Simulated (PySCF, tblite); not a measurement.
**C₆H₁₃FSSi: geometry, infrared bands and NMR shifts**

Wanted: the infrared bands and NMR shifts of C₆H₁₃FSSi (`C=C[Si@@H](F)C(C)(C)CS`), by calculation.

The runs use tblite 0.8.0 and PySCF 2.14.0, with density-fitted response routines of our own; the level of theory stands in each step. All values are computed, except where a source is named. Atoms are numbered from 0 throughout.

### 1 The starting structure

22 atoms, charge 0, multiplicity 1; geometry from: force field or distance geometry start.

Bonds of the start (Å): C0–C1 1.35, C1–Si2 1.82, Si2–F3 1.61, Si2–C4 2.04, C4–C5 1.54, C4–C6 1.56, C4–C7 1.55, C7–S8 1.83, C0–H9 1.08, C0–H10 1.08, C1–H11 1.09, Si2–H12 1.49, C5–H13 1.10, C5–H14 1.09, C5–H15 1.10, C6–H16 1.10, C6–H17 1.10, C6–H18 1.10, C7–H19 1.10, C7–H20 1.09, S8–H21 1.34.

### 2 Geometry optimisation with GFN2-xTB

Job settings and geometry (Å):

```
{"job": {"kind": "relax", "xc": "GFN2-xTB", "basis": "xTB"}, "charge": 0, "multiplicity": 1}
C      3.311500     0.034900     0.589700
C      2.248000     0.873800     0.613200
Si     0.953300     1.017200    -0.655000
F      1.431400     0.275300    -1.998100
C     -0.739700     0.041300    -0.067100
C     -1.248300     0.678000     1.239400
C     -1.803500     0.240400    -1.183700
C     -0.352200    -1.448900     0.113300
S     -1.717100    -2.550900     0.631800
H      3.474500    -0.646900    -0.232900
H      4.024400     0.025000     1.398700
H      2.120100     1.536800     1.467400
H      0.602300     2.437700    -0.935600
H     -0.523900     0.529600     2.056700
H     -2.203200     0.256400     1.557900
H     -1.401700     1.759500     1.143100
H     -1.977600     1.303600    -1.381800
H     -1.496300    -0.239700    -2.120200
H     -2.769400    -0.189900    -0.885200
H      0.429500    -1.555400     0.875300
H      0.040700    -1.860900    -0.818900
H     -2.413500    -2.497500    -0.516600
```

The run is started by

```bash
$ OMP_NUM_THREADS=1 python probes_run.py task.json out
```

This one command runs all jobs of the session in turn.

**Question.** This job is followed by: GFN2-xTB harmonic vibrations, gas phase; GIAO PBE0/pcSseg-1 NMR shielding, non-relativistic, gas phase. What will the session give for the following? strongest single infrared mode (GFN2-xTB); zero-point energy (GFN2-xTB); ¹³C shifts against TMS (PBE0/pcSseg-1); ¹H shifts against TMS (PBE0/pcSseg-1, means over atoms taken as alike); ²⁹Si shifts against TMS (PBE0/pcSseg-1); ¹⁹F shifts against CFCl3 (PBE0/pcSseg-1); ³³S shifts against CS2 (PBE0/pcSseg-1).

As calculated:

| quantity | value |
| --- | --- |
| strongest single infrared mode (GFN2-xTB) | 2320 cm⁻¹, 294 km/mol |
| zero-point energy (GFN2-xTB) | 107.9 kcal/mol |
| ¹³C shifts against TMS (PBE0/pcSseg-1) | 146.3, 137.8, 39.4, 26.9, 21.7, 19.4 ppm |
| ¹H shifts against TMS (PBE0/pcSseg-1, means over atoms taken as alike) | 6.73, 6.44, 6.19, 5.20, 3.04, 2.39, 1.21, 1.06, 0.98 ppm |
| ²⁹Si shifts against TMS (PBE0/pcSseg-1) | 12.2 ppm |
| ¹⁹F shifts against CFCl3 (PBE0/pcSseg-1) | -224.1 ppm |
| ³³S shifts against CS2 (PBE0/pcSseg-1) | -169 ppm |

What this shows: Relaxing lowered the energy by 0.257 eV in 53 steps; the close pair that moved most is Si2–C4, from 2.041 to 1.923 Å. No mode is imaginary among the 60: a minimum at this level. The strongest single mode, at 2320 cm⁻¹, moves mainly H12. Unscaled tight-binding wavenumbers are off by several per cent, some by more. Its intensities can rank the bands wrongly. The most deshielded carbon is C0 (terminal =CH2 carbon), at 146.3 ppm: an sp2 carbon of a C=C bond. At PBE0/pcSseg-1: Shielding is most anisotropic at S8 (span 304 ppm, paramagnetic term -383 ppm).
